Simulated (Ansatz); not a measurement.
# GdO (zincblende): exact exchange against the cheap answer (a further series)

One table from this session's results is given with a row withheld; the runs are named, their logs left out.

Program: Ansatz 0.2.0. Level of theory: DFT at several levels, plane waves, PAW. These are calculated values, not measurements.

1 further run of the same task is left out (set aside as unsound or not needed).

### The starting structure

Symmetry: F-43m, No. 216, cubic system. The conventional cell has a = 5.400 Å, b = 5.400 Å, c = 5.400 Å, α = 90.00°, β = 90.00°, γ = 90.00°. Gd (site symmetry -43m) is surrounded by 4 O at 2.34 Å. Around O (site symmetry -43m) lie 4 Gd at 2.34 Å.

Structure file:

```xyz
2
Lattice="0.0000 2.7000 2.7000 2.7000 0.0000 2.7000 2.7000 2.7000 0.0000" Properties=species:S:1:pos:R:3 pbc="T T T"
Gd    0.0000    0.0000    0.0000
O     1.3500    1.3500    1.3500
```

An earlier run at PBE+U (U_eff = 6 eV on Gd 4f) left this cell at 19.683 Å³/atom and -0.19 GPa (8×8×8 mesh), metallic, moments in the atoms' spheres Gd 7.02 μB.

All runs below keep this geometry.

Levels to run, all on a 6×6×6 mesh: HISS; PBE0 form (fraction 0.35); HSE06 form (fraction 0.45, screening 0.3 Å⁻¹). Hardware: 4 threads of Arm Neoverse V1, shared host.

An earlier series ran PBE with U = 6 eV on Gd 4f on this mesh: volume 19.683 Å³/atom, pressure -0.12 GPa, no gap, moments in the atoms' spheres Gd 7.01 μB.

The first run:

input.yaml

```yaml
crystal:
  lattice:
    - [0.0, 2.7, 2.7]
    - [2.7, 0.0, 2.7]
    - [2.7, 2.7, 0.0]
  atoms:
    - { symbol: Gd, position: [0.0, 0.0, 0.0], spin: 7.72 }
    - { symbol: O, position: [0.25, 0.25, 0.25] }
basis:
  ecutwfc: 420
  ecutrho_ratio: 4
kpoints:
  mp_grid: { grid: [6, 6, 6] }
hamiltonian:
  xc: hiss
scf:
  occupations: { method: gaussian, width: 0.05 }
  n_extra_bands: 13
  exx: { singularity: none }
output:
  forces: true
  stress: true
  eigenvalues: true
  populations: true
  hubbard: { sites: [{ species: Gd, l: f }] }
  dos: { projected: true, de: 0.02 }
magnetization:
  spin_polarized: true
checkpoint:
  read: start.run
  write: ck
  compress: false
  write_wavefunctions: false
  write_every: 100000
```

start.run holds the state of a PBE+U run on this cell.

Run with:

```bash
$ ansatz run input.yaml --threads 4 --pin off --max-ram 6144MiB --backend cpu --events-out ev --progress --plain --runs-dir out
```

Steps of the session up to this table: HISS; PBE0 form (fraction 0.35); HSE06 form (fraction 0.45, screening 0.3 Å⁻¹).

One of the session's tables, all rows but one given; the rest of the session is left out.

| level | pressure (GPa) | largest spin moment (μB) |
| --- | --- | --- |
| PBE with U = 6 eV on Gd 4f (earlier series) | -0.1 | 7.01 |
| HISS | -2.7 | 7.02 |
| PBE0 form (fraction 0.35) | ? | ? |
| HSE06 form (fraction 0.45, screening 0.3 Å⁻¹) | -3.2 | 7.05 |

Q: Estimate the row for PBE0 form (fraction 0.35) from the others.

The run gave: pressure (GPa): -2.7; largest spin moment (μB): 7.04.

To keep in mind: «metal» means no gap on the mesh; bands that overlap can still move apart without opening one. Gaps are over this coarse mesh alone, and total energies of different levels can't be compared. The program warned that the SCF threshold is loose for the stress of this hybrid run. Warnings in the runs' records: stability check not made, filled band counts differ across k points, stress scf threshold loose, stress exchange threshold loose.
